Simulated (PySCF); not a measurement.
# C7H13N: the cost of one run

Programs: PySCF 2.14.0, with routines of our own; each step states its level. All values are computed. Atoms count from 0.

## Step 1: The starting structure

21 atoms, charge 0, multiplicity 1; geometry from: GFN2-xTB.

## Step 2: Magnetic properties: GIAO HF/pcSseg-1

The job: settings as JSON, then the geometry in Å.

```
{"job": {"kind": "mag", "xc": "HF", "basis": "pcSseg-1", "isotopologues": 2}, "charge": 0, "multiplicity": 1}
C      2.234137    -1.162218     0.269006
C      1.504345     0.154836     0.506095
C      0.074412     0.167094    -0.052495
C     -0.548729     1.559166     0.122930
C     -1.871228     1.707372    -0.618645
C     -0.765464    -0.883186     0.643883
C     -0.973055    -2.205923     0.083682
N     -1.970796    -1.460696    -0.044081
H      1.755649    -1.974796     0.809766
H      2.245228    -1.408174    -0.791009
H      3.263509    -1.087624     0.612376
H      2.067692     0.963084     0.034856
H      1.466276     0.360580     1.578474
H      0.108272    -0.069475    -1.122658
H      0.156330     2.309490    -0.242960
H     -0.704164     1.744044     1.188355
H     -2.579545     0.951738    -0.292965
H     -1.720391     1.592936    -1.689899
H     -2.299265     2.690233    -0.435009
H     -0.856645    -0.753712     1.719264
H     -0.595487    -3.177827    -0.124735
```

Level: GIAO HF/pcSseg-1 magnetisability, rotational g tensor and spin-rotation constants, non-relativistic, gas phase.

Run with:

```bash
$ OMP_NUM_THREADS=1 python excited_run.py task.json out
```

One launch serves the whole session: the jobs run in the order shown.

**Question.** How long does this first job take on 1 thread of Arm Neoverse V1, shared host, and how much memory does it need?

About 31 s, with a peak of 0.98 GiB.
